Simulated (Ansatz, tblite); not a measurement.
# The cluster Sn19H29: a ladder of methods and basis sets

How do method and basis change the picture of the cluster Sn19H29 (doublet)?

The runs use Ansatz 0.2.0, Gaussian basis; as each input shows.

Plan: GFN1-xTB, GFN2-xTB, PBE-D4/def2-SVP, r2SCAN-D4/def2-SVP, PBE-QIDH/def2-SVP, r2SCAN-D4/def2-mTZVP.

4 further runs of the same task are left out: 3 for a known fault of the program, 1 set aside as unsound or not needed.

### Step 1. The relaxed structure

The geometry is that of the doublet, from an earlier relaxation (PBE-D4/def2-SVP).

48 atoms, charge 0, spin multiplicity 2.

Bond lengths: Sn1–Sn12 2.819 Å, Sn1–Sn14 2.821 Å, Sn1–H20 1.736 Å, Sn1–H21 1.744 Å, Sn2–Sn13 2.841 Å, Sn2–Sn15 2.812 Å, Sn2–H22 1.740 Å, Sn2–H23 1.737 Å, Sn3–Sn12 2.819 Å, Sn3–Sn16 2.822 Å, Sn3–H24 1.735 Å, Sn3–H25 1.744 Å, Sn4–Sn13 2.841 Å, Sn4–Sn17 2.812 Å, Sn4–H26 1.740 Å, Sn4–H27 1.737 Å, Sn5–Sn12 2.822 Å, Sn5–Sn18 2.821 Å and more. Angles: Sn12–Sn1–Sn14 109.8°, Sn12–Sn1–H20 113.6°, Sn12–Sn1–H21 108.0°, Sn14–Sn1–H20 112.3°, Sn14–Sn1–H21 105.8°, H20–Sn1–H21 106.9°, Sn13–Sn2–Sn15 105.2°, Sn13–Sn2–H22 112.1°, Sn13–Sn2–H23 109.2°, Sn15–Sn2–H22 112.9°, Sn15–Sn2–H23 109.5°, H22–Sn2–H23 107.9°, Sn12–Sn3–Sn16 109.8°, Sn12–Sn3–H24 113.7°, Sn12–Sn3–H25 108.1°, Sn16–Sn3–H24 112.4°, Sn16–Sn3–H25 105.8°, H24–Sn3–H25 106.7° and more.

Sn takes a core potential in the def2 sets. No spin-orbit coupling is included.

PBE0-D4/def2-SVP was run before; its log isn't repeated, and its numbers join the tables.

### Step 2. GFN1-xTB

Tight binding, by tblite at 300 K electronic temperature and without a spin-polarisation term:

```python
tblite.interface.Calculator('GFN1-xTB', numbers, positions, charge=0, uhf=1).singlepoint()
```

Energy -1728.9944 eV; 0.27 s.

### Step 3. GFN2-xTB

Tight binding, by tblite at 300 K electronic temperature and without a spin-polarisation term:

```python
tblite.interface.Calculator('GFN2-xTB', numbers, positions, charge=0, uhf=1).singlepoint()
```

Energy -1498.0614 eV; 0.62 s.

### Step 4. PBE-D4/def2-SVP

start.molden holds the orbitals of an earlier run on this state, given as this run's starting guess.

in.yaml

```yaml
crystal:
  periodic: [false, false, false]
  atoms:
    - {symbol: Sn, position_ang: [-3.129816, 0.204329, -2.337120]}
    - {symbol: Sn, position_ang: [-3.214731, 0.123353, 2.461578]}
    - {symbol: Sn, position_ang: [0.205395, -3.128906, -2.334392]}
    - {symbol: Sn, position_ang: [0.125916, -3.217995, 2.457969]}
    - {symbol: Sn, position_ang: [-0.661601, -0.667263, -6.059803]}
    - {symbol: Sn, position_ang: [-0.124495, 3.262234, -3.800732]}
    - {symbol: Sn, position_ang: [3.262867, -0.121476, -3.797159]}
    - {symbol: Sn, position_ang: [1.213190, 1.218115, -0.330140]}
    - {symbol: Sn, position_ang: [-0.203355, 3.150403, 3.702890]}
    - {symbol: Sn, position_ang: [3.152326, -0.202033, 3.696294]}
    - {symbol: Sn, position_ang: [-0.633314, -0.641731, 6.267552]}
    - {symbol: Sn, position_ang: [-1.844093, -1.845598, -3.784211]}
    - {symbol: Sn, position_ang: [-1.074521, -1.076020, 1.029065]}
    - {symbol: Sn, position_ang: [-1.227528, 2.098843, -1.469439]}
    - {symbol: Sn, position_ang: [-2.025174, 1.271170, 4.736052]}
    - {symbol: Sn, position_ang: [2.096551, -1.223167, -1.466514]}
    - {symbol: Sn, position_ang: [1.278426, -2.028962, 4.730327]}
    - {symbol: Sn, position_ang: [1.241642, 1.240849, -5.227437]}
    - {symbol: Sn, position_ang: [1.922726, 1.925674, 2.315928]}
    - {symbol: H, position_ang: [-4.120435, -0.378632, -1.036785]}
    - {symbol: H, position_ang: [-4.182602, 1.058329, -3.433867]}
    - {symbol: H, position_ang: [-4.462627, -1.024362, 2.855020]}
    - {symbol: H, position_ang: [-3.926300, 1.372098, 1.486831]}
    - {symbol: H, position_ang: [-0.376181, -4.123544, -1.036586]}
    - {symbol: H, position_ang: [1.061880, -4.183287, -3.427696]}
    - {symbol: H, position_ang: [-1.020928, -4.466137, 2.853143]}
    - {symbol: H, position_ang: [1.372249, -3.932076, 1.482092]}
    - {symbol: H, position_ang: [-1.892953, 0.075078, -7.035517]}
    - {symbol: H, position_ang: [0.089456, -1.900896, -7.026060]}
    - {symbol: H, position_ang: [-1.331954, 3.944216, -4.851717]}
    - {symbol: H, position_ang: [0.972600, 4.536873, -3.365920]}
    - {symbol: H, position_ang: [3.945834, -1.329767, -4.846642]}
    - {symbol: H, position_ang: [4.536796, 0.976090, -3.361512]}
    - {symbol: H, position_ang: [-1.031279, 4.209955, 2.601598]}
    - {symbol: H, position_ang: [0.455935, 4.140932, 4.969550]}
    - {symbol: H, position_ang: [4.211611, -1.026113, 2.591844]}
    - {symbol: H, position_ang: [4.144099, 0.455224, 4.963046]}
    - {symbol: H, position_ang: [-1.749553, -1.760247, 6.990600]}
    - {symbol: H, position_ang: [0.184142, 0.173236, 7.567668]}
    - {symbol: H, position_ang: [-3.028435, -3.031500, -4.264479]}
    - {symbol: H, position_ang: [-1.748530, -1.747611, -0.458540]}
    - {symbol: H, position_ang: [-1.971095, 3.291271, -0.438808]}
    - {symbol: H, position_ang: [-3.200749, 2.070410, 5.743562]}
    - {symbol: H, position_ang: [3.288485, -1.964212, -0.433427]}
    - {symbol: H, position_ang: [2.082337, -3.204168, 5.734540]}
    - {symbol: H, position_ang: [1.955749, 1.953124, -6.650341]}
    - {symbol: H, position_ang: [3.149308, 3.152677, 2.103784]}
    - {symbol: H, position_ang: [2.284528, 2.287317, -1.258289]}
basis:
  gaussian: {orbitals: def2-SVP, fitting: {mean_field: def2-universal-jkfit}, initial_orbitals: start.molden}
magnetization: {spin_polarized: true, initial_magnetization: 1}
hamiltonian: {xc: pbe, dispersion: d4}
scf: {omitted_lower_state_checks: [starts]}
output: {forces: true, orbitals: {seedname: orbitals}}
```

The run is started by

```bash
ansatz run in.yaml --threads 4 --pin off --events-out ev --progress --plain --max-ram 46080MiB --backend cuda --devices 0, --max-vram 37GiB
```

After this run come: r2SCAN-D4/def2-SVP; PBE-QIDH/def2-SVP; r2SCAN-D4/def2-mTZVP.

Before running them: what should the planned runs give, taken together? Wanted: gap in def2-SVP, named functionals, smallest and largest; binding an atom, functionals in def2-SVP; ⟨S²⟩ in def2-SVP, named functionals, smallest and largest.

As calculated:

| quantity | value |
| --- | --- |
| gap in def2-SVP, named functionals, smallest and largest | 0.57 eV (PBE-D4), 2.00 eV (PBE0-D4) |
| binding an atom, functionals in def2-SVP | 2.39 (PBE0-D4) to 2.40 eV (PBE-D4) |
| ⟨S²⟩ in def2-SVP, named functionals, smallest and largest | 0.752, 0.756 |

**Reading.** Over the named functionals in def2-SVP the gap runs from 0.57 eV (PBE-D4) to 2.00 eV (PBE0-D4); exact exchange widens it. Over the named functionals in def2-SVP spin contamination reaches 0.01 (r2SCAN-D4), which is small.
